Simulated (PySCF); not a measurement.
**ZnC (triplet): the SCF solver's settings**

Do solver options change the result for ZnC (triplet), or only the number of cycles?

Program: PySCF 2.14.0. Level of theory: each script names its method and basis. These are calculated values, not measurements.

1 further run of the same task is left out (it didn't finish).

### 1 The system as given

ZnC (triplet): 2 atoms, charge 0, spin multiplicity 3.

Bond lengths: Zn1–C2 1.900 Å.

### 2 The run that the others are compared with

Contents of input.py:

```python
from pyscf import gto, scf, ci

mol = gto.M(
    atom='Zn 0 0 0; C 0 0 1.9',
    basis='6-31g*',
    charge=0,
    spin=2,
    verbose=4,
)
mf = scf.ROHF(mol)
mf.kernel()
ci.CISD(mf).kernel()
mf.dip_moment()
print('orbital energies (hartree):', mf.mo_energy[..., max(0, mol.nelec[1]-3):mol.nelec[0]+3].round(4))
```

On the command line:

```bash
$ OMP_NUM_THREADS=1 python input.py
```

Its log is not repeated here.

It gives: E(SCF) = -1815.149197 Eh, 11 cycles, E(CISD) − E(SCF) = -0.34629 Eh, μ = 2.54 D (of the SCF density).

The bond length is a typed value, not an optimised one. The triplet is typed in the script; nothing here shows that it is the ground state.

### 3 Initial guess 1e

Edit 1 changes initial guess: minao → 1e.

Contents of input.py:

```python
from pyscf import gto, scf, ci

mol = gto.M(
    atom='Zn 0 0 0; C 0 0 1.9',
    basis='6-31g*',
    charge=0,
    spin=2,
    verbose=4,
)
mf = scf.ROHF(mol)
mf.init_guess = '1e'
mf.kernel()
ci.CISD(mf).kernel()
mf.dip_moment()
print('orbital energies (hartree):', mf.mo_energy[..., max(0, mol.nelec[1]-3):mol.nelec[0]+3].round(4))
```

On the command line:

```bash
$ OMP_NUM_THREADS=1 python input.py
```

### 4 Cycle limit 200

Edit 2 changes cycle limit: 50 → 200.

input.py, as its differences from that of step 2:

```diff
@@ -10,2 +10,3 @@
 mf = scf.ROHF(mol)
+mf.max_cycle = 200
 mf.kernel()
```

### 5 DIIS space 20

Edit 3 changes DIIS space: default → 20.

input.py, as its differences from that of step 2:

```diff
@@ -10,2 +10,3 @@
 mf = scf.ROHF(mol)
+mf.diis_space = 20
 mf.kernel()
```

### 6 Initial guess huckel

Edit 4 changes initial guess: minao → huckel.

input.py, as its differences from that of step 2:

```diff
@@ -10,2 +10,3 @@
 mf = scf.ROHF(mol)
+mf.init_guess = 'huckel'
 mf.kernel()
```

Q: Predict the outcome of this session. Wanted: for each run, E(SCF); from base; SCF dipole; after the SCF.

As calculated:

```
                 run  E(SCF) (hartree)  from base (eV)  cycles  SCF dipole (D)               after the SCF
                base      -1815.149197               0      11            2.54  CISD correlation -9.423 eV
    initial guess 1e      -1815.149197          0.0000      19            2.54  CISD correlation -9.423 eV
     cycle limit 200      -1815.149197          0.0000      11            2.54  CISD correlation -9.423 eV
       DIIS space 20      -1815.149197          0.0000      11            2.54  CISD correlation -9.423 eV
initial guess huckel      -1815.149197          0.0000      10            2.54  CISD correlation -9.423 eV
```

Distance from each run's final energy (log10 hartree) by cycle:

```csv
run,cycle 1,cycle 2,cycle 3,cycle 5,cycle 8,cycle 12
base,-1.5,-1.8,-2.8,-3.9,-6.9,done
initial guess 1e,2.0,1.5,1.8,-0.5,-0.8,-2.7
cycle limit 200,-1.5,-1.8,-2.8,-3.9,-6.9,done
DIIS space 20,-1.5,-1.8,-2.8,-3.9,-6.9,done
initial guess huckel,-2.1,-2.9,-3.2,-5.2,-7.9,done
```

In words: No change of the SCF energy comes from initial guess 1e or cycle limit 200 or DIIS space 20 or initial guess huckel. The base needs 11 cycles and the run with initial guess 1e needs 19.
